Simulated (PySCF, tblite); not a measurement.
# C11H16O3S: NMR shifts, part 2 of 2

tblite 0.8.0 and PySCF 2.14.0. Atoms count from 0. The steps go on from the part before.

## 5. NMR shifts: GIAO KT3/pcSseg-2

The job: settings as JSON, then the geometry in Å.

```
{"job": {"kind": "nmr", "xc": "KT3", "basis": "pcSseg-2", "pop": false}, "charge": 0, "multiplicity": 1}
C     -3.710739     1.039436    -1.441178
C     -3.263937     1.423309    -0.038086
C     -3.496273     0.343169     1.014265
C     -2.819718    -0.974005     0.710911
O     -1.409246    -0.737275     0.574967
S     -0.643996    -1.679382    -0.502057
O     -1.215224    -1.429665    -1.817780
O     -0.598058    -3.033064     0.019609
C      0.946299    -0.932323    -0.388799
C      1.851346    -1.404311     0.557831
C      3.099985    -0.798602     0.650823
C      3.454695     0.263194    -0.191512
C      4.814651     0.889699    -0.108957
C      2.520933     0.710193    -1.137232
C      1.267479     0.119711    -1.243664
H     -3.108826     0.211792    -1.846870
H     -3.604780     1.888014    -2.133857
H     -4.769450     0.731347    -1.457534
H     -3.787371     2.337715     0.286941
H     -2.190295     1.674248    -0.050038
H     -3.151910     0.701926     1.998347
H     -4.576114     0.136056     1.117016
H     -3.205547    -1.410006    -0.224573
H     -2.972331    -1.705390     1.519994
H      1.572806    -2.239402     1.203321
H      3.817554    -1.159195     1.392345
H      4.766519     1.977077    -0.266341
H      5.478756     0.477560    -0.886825
H      5.289582     0.701594     0.863917
H      2.783754     1.535544    -1.804091
H      0.539515     0.454232    -1.985087
```

Method: GIAO KT3/pcSseg-2 NMR shielding, non-relativistic, gas phase.

What it wrote:

```text
start: PBE on a coarse grid of 25491 points
cycle   1  E = -1051.5284972584  dE =  2.363e+00  |g| = 1.505e+00  |ddm| = 4.768e+00
cycle   2  E = -1049.8058556446  dE =  1.723e+00  |g| = 3.372e+00  |ddm| = 1.050e+01
cycle   3  E = -1051.8625453718  dE = -2.057e+00  |g| = 6.520e-01  |ddm| = 9.548e+00
cycle   4  E = -1051.9444465233  dE = -8.190e-02  |g| = 2.791e-01  |ddm| = 1.230e+00
cycle   5  E = -1051.9580808228  dE = -1.363e-02  |g| = 1.151e-01  |ddm| = 3.056e-01
cycle   6  E = -1051.9610134954  dE = -2.933e-03  |g| = 3.000e-02  |ddm| = 1.251e-01
cycle   7  E = -1051.9612054246  dE = -1.919e-04  |g| = 1.382e-02  |ddm| = 4.075e-02
cycle   8  E = -1051.9612433909  dE = -3.797e-05  |g| = 4.704e-03  |ddm| = 1.619e-02
final grid: 230778 points
cycle   9  E = -1065.7574909189  dE = -5.277e-02  |g| = 2.198e-01  |ddm| = 4.746e+00
cycle  10  E = -1065.7435240328  dE =  1.397e-02  |g| = 3.289e-01  |ddm| = 6.093e-01
cycle  11  E = -1065.7622359474  dE = -1.871e-02  |g| = 8.747e-02  |ddm| = 5.235e-01
cycle  12  E = -1065.7632156067  dE = -9.797e-04  |g| = 4.048e-02  |ddm| = 1.742e-01
cycle  13  E = -1065.7636024010  dE = -3.868e-04  |g| = 8.228e-03  |ddm| = 6.176e-02
cycle  14  E = -1065.7636185613  dE = -1.616e-05  |g| = 1.675e-03  |ddm| = 9.378e-03
cycle  15  E = -1065.7636168027  dE =  1.759e-06  |g| = 8.939e-04  |ddm| = 2.981e-03
cycle  16  E = -1065.7636187187  dE = -1.916e-06  |g| = 1.955e-04  |ddm| = 1.523e-03
cycle  17  E = -1065.7636174246  dE =  1.294e-06  |g| = 1.117e-04  |ddm| = 7.541e-04
cycle  18  E = -1065.7636173660  dE =  5.865e-08  |g| = 2.991e-05  |ddm| = 5.887e-04
converged SCF energy = -1065.7636173660

GIAO shielding tensors (ppm)
atom      isotropic    diamagn.    paramagn.     s11        s22        s33       span
  0 C      168.353     242.376     -74.023    154.645    168.614    181.801     27.156
  1 C      158.942     247.998     -89.056    147.989    159.410    169.427     21.438
  2 C      147.282     239.038     -91.756    135.906    148.813    157.127     21.221
  3 C      119.455     242.449    -122.994     81.783    112.304    164.279     82.496
  4 O      110.391     417.783    -307.392     -7.883     85.340    253.717    261.600
  5 S      186.517    1056.813    -870.295     24.898    160.680    373.974    349.076
  6 O      108.011     399.862    -291.851     44.768    109.087    170.178    125.410
  7 O      102.265     396.708    -294.442     55.898    112.690    138.208     82.309
  8 C       47.234     269.155    -221.921    -24.193     36.441    129.454    153.647
  9 C       54.343     261.228    -206.885    -40.492     34.780    168.741    209.233
 10 C       54.122     261.753    -207.631    -41.465     49.599    154.233    195.697
 11 C       38.627     261.665    -223.038    -56.097      3.279    168.698    224.795
 12 C      157.178     231.006     -73.828    135.940    151.219    184.373     48.433
 13 C       54.416     263.653    -209.237    -41.811     47.703    157.355    199.167
 14 C       55.052     264.097    -209.045    -39.244     35.692    168.709    207.953
 15 H       29.350      35.537      -6.188     23.823     29.163     35.063     11.240
 16 H       30.372      29.406       0.966     26.759     27.314     37.044     10.284
 17 H       30.888      25.412       5.476     27.261     28.167     37.236      9.974
 18 H       30.006      27.887       2.119     24.795     28.560     36.663     11.867
 19 H       29.725      42.124     -12.400     26.126     28.974     34.073      7.947
 20 H       29.508      32.543      -3.035     25.220     28.116     35.187      9.968
 21 H       30.013      24.030       5.983     25.631     28.182     36.224     10.593
 22 H       26.640      32.485      -5.845     23.697     27.023     29.200      5.503
 23 H       27.514      29.953      -2.439     21.842     27.989     32.711     10.869
 24 H       23.481      34.217     -10.736     19.341     22.065     29.037      9.697
 25 H       24.122      29.888      -5.766     20.520     23.586     28.259      7.739
 26 H       28.899      25.873       3.027     24.172     28.524     34.003      9.830
 27 H       28.668      20.729       7.939     25.195     26.345     34.464      9.269
 28 H       29.116      24.071       5.045     24.326     28.871     34.151      9.824
 29 H       24.095      33.517      -9.422     20.404     23.236     28.646      8.242
 30 H       23.496      38.688     -15.192     19.517     21.894     29.079      9.563
```

It took 30 s on 4 threads of Arm Neoverse V2, shared host; peak memory 1.9 GiB.

## 6. NMR shifts: GIAO PBE0/pcSseg-1 in chloroform

The job, as its differences from that of step 5:

```diff
@@ -1,2 +1,2 @@
-{"job": {"kind": "nmr", "xc": "KT3", "basis": "pcSseg-2", "pop": false}, "charge": 0, "multiplicity": 1}
+{"job": {"kind": "nmr", "xc": "PBE0", "basis": "pcSseg-1", "pop": false, "solvent": "chloroform"}, "charge": 0, "multiplicity": 1}
 C     -3.710739     1.039436    -1.441178
```

With the program's defaults for keys left out, this is: GIAO PBE0/pcSseg-1 NMR shielding, non-relativistic, IEF-PCM chloroform.

What it wrote:

```text
start: PBE on a coarse grid of 25491 points
cycle   1  E = -1050.9878199057  dE =  2.445e+00  |g| = 1.470e+00  |ddm| = 5.510e+00
cycle   2  E = -1049.5254538114  dE =  1.462e+00  |g| = 3.121e+00  |ddm| = 4.571e+00
cycle   3  E = -1051.3320761466  dE = -1.807e+00  |g| = 5.646e-01  |ddm| = 3.798e+00
cycle   4  E = -1051.3962810522  dE = -6.420e-02  |g| = 2.262e-01  |ddm| = 7.442e-01
cycle   5  E = -1051.4052620727  dE = -8.981e-03  |g| = 8.505e-02  |ddm| = 2.171e-01
cycle   6  E = -1051.4068382245  dE = -1.576e-03  |g| = 1.996e-02  |ddm| = 9.322e-02
cycle   7  E = -1051.4069265103  dE = -8.829e-05  |g| = 6.067e-03  |ddm| = 2.240e-02
final grid: 230778 points
cycle   8  E = -1051.6381675479  dE = -9.629e-03  |g| = 7.520e-02  |ddm| = 4.767e-01
cycle   9  E = -1051.6367737137  dE =  1.394e-03  |g| = 1.153e-01  |ddm| = 1.724e-01
cycle  10  E = -1051.6393038157  dE = -2.530e-03  |g| = 1.563e-02  |ddm| = 1.126e-01
cycle  11  E = -1051.6393515195  dE = -4.770e-05  |g| = 4.917e-03  |ddm| = 1.606e-02
cycle  12  E = -1051.6393541993  dE = -2.680e-06  |g| = 1.609e-03  |ddm| = 4.892e-03
cycle  13  E = -1051.6393544539  dE = -2.546e-07  |g| = 3.504e-04  |ddm| = 1.651e-03
cycle  14  E = -1051.6393538288  dE =  6.251e-07  |g| = 1.085e-04  |ddm| = 3.799e-04
cycle  15  E = -1051.6393535905  dE =  2.384e-07  |g| = 3.176e-05  |ddm| = 1.331e-04
converged SCF energy = -1051.6393535905

GIAO shielding tensors (ppm)
atom      isotropic    diamagn.    paramagn.     s11        s22        s33       span
  0 C      172.911     248.018     -75.106    160.216    173.495    185.023     24.807
  1 C      165.818     249.079     -83.261    156.229    166.759    174.467     18.238
  2 C      153.974     248.986     -95.012    143.440    156.799    161.684     18.244
  3 C      124.537     243.207    -118.669     87.125    115.746    170.741     83.617
  4 O      122.170     414.234    -292.063     -5.132     94.098    277.545    282.677
  5 S      165.364    1054.949    -889.585     14.023    143.801    338.267    324.244
  6 O      125.404     403.642    -278.238     55.524    129.589    191.098    135.574
  7 O      119.085     400.574    -281.490     69.672    130.946    156.637     86.965
  8 C       46.036     274.093    -228.057    -30.213     37.427    130.894    161.107
  9 C       50.360     250.840    -200.480    -51.828     26.438    176.469    228.296
 10 C       48.966     254.451    -205.485    -52.686     37.399    162.185    214.871
 11 C       31.257     265.281    -234.024    -72.387     -9.512    175.671    248.058
 12 C      161.246     239.809     -78.563    142.319    153.657    187.761     45.442
 13 C       49.018     255.924    -206.906    -53.356     35.276    165.132    218.488
 14 C       50.878     253.019    -202.141    -50.611     26.825    176.419    227.030
 15 H       29.473      32.608      -3.135     23.478     29.336     35.605     12.127
 16 H       30.225      29.283       0.942     26.339     26.817     37.520     11.182
 17 H       30.719      27.295       3.424     26.758     27.793     37.605     10.848
 18 H       30.009      29.659       0.349     24.469     28.141     37.416     12.948
 19 H       29.861      36.311      -6.450     25.866     29.132     34.586      8.720
 20 H       29.446      31.854      -2.408     24.790     27.815     35.733     10.942
 21 H       29.953      28.226       1.727     25.164     27.778     36.918     11.754
 22 H       26.699      29.668      -2.968     23.458     26.805     29.836      6.378
 23 H       27.275      28.996      -1.721     21.055     27.569     33.199     12.144
 24 H       23.188      33.557     -10.369     18.546     22.145     28.874     10.328
 25 H       23.583      32.488      -8.904     19.492     23.591     27.666      8.174
 26 H       28.677      26.241       2.436     23.630     28.051     34.350     10.719
 27 H       28.466      22.788       5.679     24.798     25.846     34.756      9.959
 28 H       28.882      25.922       2.960     23.778     28.331     34.536     10.758
 29 H       23.554      33.926     -10.372     19.348     23.226     28.087      8.739
 30 H       23.156      35.443     -12.287     18.675     21.966     28.826     10.151
```

It took 16 s on 4 threads of Arm Neoverse V2, shared host; peak memory 1.6 GiB.

## 7. Results

The summary covers parts 1 to 2.

| quantity | value |
| --- | --- |
| point group | C1 |
| rotational constants (main isotopes) | 0.97, 0.30, 0.27 GHz |
| ¹³C shifts against TMS (PBE0/pcSseg-2, means over atoms taken as alike) | 156.1, 144.6, 139.2, 138.5, 61.8, 32.6, 24.0, 20.3, 12.1 ppm |
| ¹H shifts against TMS (PBE0/pcSseg-2, means over atoms taken as alike) | 8.20, 7.53, 4.20, 2.50, 1.50, 1.39, 1.14 ppm |
| ¹⁷O shifts against H2O (PBE0/pcSseg-2, means over atoms taken as alike) | 216.4, 208.4 ppm |
| ³³S shifts against CS2 (PBE0/pcSseg-2) | 358 ppm |
| measured, and computed on the same scale | H22 δ 4.03, 4.20; H20 δ 1.62, 1.50; H18 δ 1.36, 1.39; H15 δ 0.88, 1.14 ppm |

Relaxing lowered the energy by 0.139 eV in 17 steps; the close pair that moved most is S5–O6, from 1.433 to 1.456 Å (PBE0/def2-SVP). At PBE0/pcSseg-2: Shielding is most anisotropic at S5 (span 355 ppm, paramagnetic term -908 ppm). Against the measured ¹H shifts the unscaled results are off by 0.15 ppm on average (signed mean +0.09, 4 signals). Vibration, temperature and solvent are missing from the calculation, and it holds one conformer, so part of the miss against the measured shifts is not the functional's. NICS(1)zz of -27 ppm above the planar ring from C8 marks a diatropic (aromatic) ring current.
